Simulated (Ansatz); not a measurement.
# Cl3HOTi: a ladder of functionals and wavefunction methods

The task here is to estimate one member of a computed series from the others.

Method: functionals in def2-TZVPP, the program's frozen cores in correlated methods; program: Ansatz 0.2.0, Gaussian basis.

The runs, in order: LDA (SPW92), PBE-D4, revPBE-D4, BLYP-D4, r2SCAN-D4, B97M-V, PBE0-D4, B3LYP-D4, r2SCANh-D4, r2SCAN0-D4, HSE06-D4, BHLYP-D4, CAM-B3LYP-D4, LC-ωPBE, ωB97X-V, ωB97M-V, B2PLYP, PBE-QIDH; CCSD(T)/def2-SVP; CCSD(T)/def2-TZVPP; MP2/def2-QZVPP; extrapolation to the limit; RPA on PBE.

### The geometry

The geometry comes from an earlier relaxation with PBE0-D4 in a triple-zeta def2 set; it is a stationary point.

SMILES `[OH][Ti]([Cl])([Cl])[Cl]`, 6 atoms, charge 0, spin multiplicity 1.

Atoms are counted from 1 here; the program's logs count them from 0.

Bond lengths: O1–Ti2 1.745 Å, O1–H6 0.958 Å, Ti2–Cl3 2.180 Å, Ti2–Cl4 2.179 Å, Ti2–Cl5 2.179 Å. Angles: Ti2–O1–H6 146.7°, O1–Ti2–Cl3 109.5°, O1–Ti2–Cl4 109.1°, O1–Ti2–Cl5 109.1°, Cl3–Ti2–Cl4 110.3°, Cl3–Ti2–Cl5 110.3°, Cl4–Ti2–Cl5 108.5°.

Set-up of the first run:

Contents of in.yaml:

```yaml
crystal:
  periodic: [false, false, false]
  atoms:
    - {symbol: O, position_ang: [-0.647879, 0.492350, 1.113319]}
    - {symbol: Ti, position_ang: [0.244393, -0.200434, -0.216534]}
    - {symbol: Cl, position_ang: [1.808781, -1.504665, 0.559568]}
    - {symbol: Cl, position_ang: [-1.122563, -1.330562, -1.482344]}
    - {symbol: Cl, position_ang: [1.118457, 1.404561, -1.403061]}
    - {symbol: H, position_ang: [-1.359289, 1.074550, 1.382953]}
basis:
  gaussian: {orbitals: def2-TZVPP}
hamiltonian: {xc: lda}
output: {orbitals: {seedname: orbitals}}
```

Started as:

```console
$ ansatz run in.yaml --threads 4 --pin off --events-out ev --progress --plain --max-ram 10444MiB
```

Steps of the session up to this table: LDA; PBE-D4 (GGA); revPBE-D4 (GGA); BLYP-D4 (GGA); r2SCAN-D4 (meta-GGA); B97M-V (meta-GGA); PBE0-D4 (hybrid); B3LYP-D4 (hybrid); r2SCANh-D4 (hybrid); r2SCAN0-D4 (hybrid); HSE06-D4 (hybrid); BHLYP-D4 (hybrid); CAM-B3LYP-D4 (range-separated); LC-ωPBE (range-separated); ωB97X-V (range-separated); ωB97M-V (range-separated); B2PLYP (double hybrid); PBE-QIDH (double hybrid).

One table of the session follows, with a row left open; its other results are not shown here.

It belongs to the step «Frontier levels by functional». 

```
  functional  HOMO (eV)  LUMO (eV)  gap (eV)
 LDA (SPW92)      -8.04      -4.29      3.75
      PBE-D4      -7.89      -4.08      3.81
   revPBE-D4      -7.83      -4.00      3.83
     BLYP-D4      -7.71      -3.95      3.76
   r2SCAN-D4      -8.27      -4.08      4.19
      B97M-V      -8.34      -4.08      4.26
     PBE0-D4      -9.25      -3.24      6.02
    B3LYP-D4          ?          ?         ?
  r2SCANh-D4      -8.76      -3.74      5.02
  r2SCAN0-D4      -9.51      -3.21      6.29
    HSE06-D4      -8.85      -3.61      5.24
    BHLYP-D4     -10.47      -2.19      8.29
CAM-B3LYP-D4     -10.56      -2.18      8.38
     LC-ωPBE     -11.97      -1.16     10.81
     ωB97X-V     -11.59      -1.13     10.46
     ωB97M-V     -11.42      -1.08     10.33
```

Q: Estimate the row for B3LYP-D4 from the others.

Worked estimate for «HOMO (eV)». Against the share of exact exchange, BLYP-D4 (0, -7.71), BHLYP-D4 (0.5, -10.47) give a slope of -5.52 per unit share; at 0.2 the line stands at -8.81.

As computed: HOMO (eV): -8.97; LUMO (eV): -3.47; gap (eV): 5.50. In «HOMO (eV)» the line misses by +0.16.
